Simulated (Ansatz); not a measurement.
# As2H2 (quintet): the correlation ladder, cc-pVDZ

How much of the correlation energy of As2H2 (quintet) does each wave-function method recover here?

Computed with Ansatz 0.2.0, Gaussian basis. Level: cc-pVDZ, core rule «outside noble gas», up to 28 orbitals frozen.

To be run: UHF; CCSD(T) on ROHF; CCSD(T) on UHF; BCCD(T) on ROHF; CISD; CCSDT(Q) on ROHF; CCSDT(Q) on UHF; CASSCF and MRCISD+Q, 12 electrons in 10 orbitals; CASSCF and NEVPT2, 12 electrons in 10 orbitals.

31 further runs of the same task are left out: 13 that didn't finish, 18 set aside as unsound or not needed.

**1. The geometry**

The geometry is a PBE0/def2-TZVP stationary point (not a proven minimum) of the parent state, kept for this charge and spin. No spin-orbit coupling is included. The filled d shell of As may be among the frozen orbitals whatever the setting's name suggests; the logs give the count.

4 atoms, charge 0, spin multiplicity 5.

Atoms are counted from 1 here; the program's logs count them from 0.

Bond lengths: As1–As2 2.420 Å, As1–H3 1.525 Å, As1–H4 1.525 Å. Angles: As2–As1–H3 94.1°, As2–As1–H4 94.1°, H3–As1–H4 92.3°.

Coordinates:

```xyz
4
charge 0, multiplicity 5
As   -0.0467    0.0000    1.1915
As    0.0198    0.0000   -1.2272
H     1.0011   -1.0996    1.3286
H     1.0011    1.0996    1.3286
```

**2. UHF**

Input file in.yaml:

```yaml
crystal:
  periodic: [false, false, false]
  atoms:
    - {symbol: As, position_ang: [-0.046691, 0.000000, 1.191492]}
    - {symbol: As, position_ang: [0.019756, 0.000000, -1.227241]}
    - {symbol: H, position_ang: [1.001081, -1.099608, 1.328645]}
    - {symbol: H, position_ang: [1.001079, 1.099610, 1.328645]}
basis:
  gaussian: {orbitals: cc-pVDZ}
magnetization: {spin_polarized: true, initial_magnetization: 4}
hamiltonian: {xc: hf}
output: {orbitals: {seedname: orbitals}}
```

Started as:

```console
ansatz run in.yaml --threads 1 --pin off --events-out ev --progress --plain --max-ram 2393MiB
```

After this run come: CCSD(T) on ROHF; CCSD(T) on UHF; BCCD(T) on ROHF; CISD; CCSDT(Q) on ROHF; CCSDT(Q) on UHF; CASSCF and MRCISD+Q, 12 electrons in 10 orbitals; CASSCF and NEVPT2, 12 electrons in 10 orbitals.

**Question.** What will the summary of the whole plan be? Wanted: UCCSDT(Q) below the RHF energy; RMP2 from UCCSDT(Q); UMP2 from UCCSDT(Q); RCCSD from UCCSDT(Q); RCCSD(T) from UCCSDT(Q); UCCSD(T) from UCCSDT(Q); RCCSDT(Q) from UCCSDT(Q); NEVPT2 valence from UCCSDT(Q); MRCISD+Q valence from UCCSDT(Q).

The runs gave:

| quantity | value |
| --- | --- |
| UCCSDT(Q) below the RHF energy | -5.8180 eV |
| RMP2 from UCCSDT(Q) | +1145.0 meV |
| UMP2 from UCCSDT(Q) | +1127.6 meV |
| RCCSD from UCCSDT(Q) | +187.9 meV |
| RCCSD(T) from UCCSDT(Q) | +52.0 meV |
| UCCSD(T) from UCCSDT(Q) | +32.7 meV |
| RCCSDT(Q) from UCCSDT(Q) | +19.4 meV |
| NEVPT2 valence from UCCSDT(Q) | +1101.2 meV |
| MRCISD+Q valence from UCCSDT(Q) | +24.0 meV |
| levels within 1 kcal/mol (43 meV) | UCCSD(T), RCCSDT, UCCSDT, RCCSDT(Q), MRCISD+Q valence |
| T1 diagnostic | 0.015 |
| effectively unpaired electrons | 4.02 |

**Reading.** RCCSD(T) misses by +52.0 meV, 0.9 % of the correlation energy. One determinant dominates. Of the multireference levels listed MRCISD+Q valence comes nearest in total energy (+24.0 meV), which doesn't show that its space is the better one. These misses are within one basis, not against nature; the frozen cores of restricted and unrestricted runs differ, which can shift their rows.
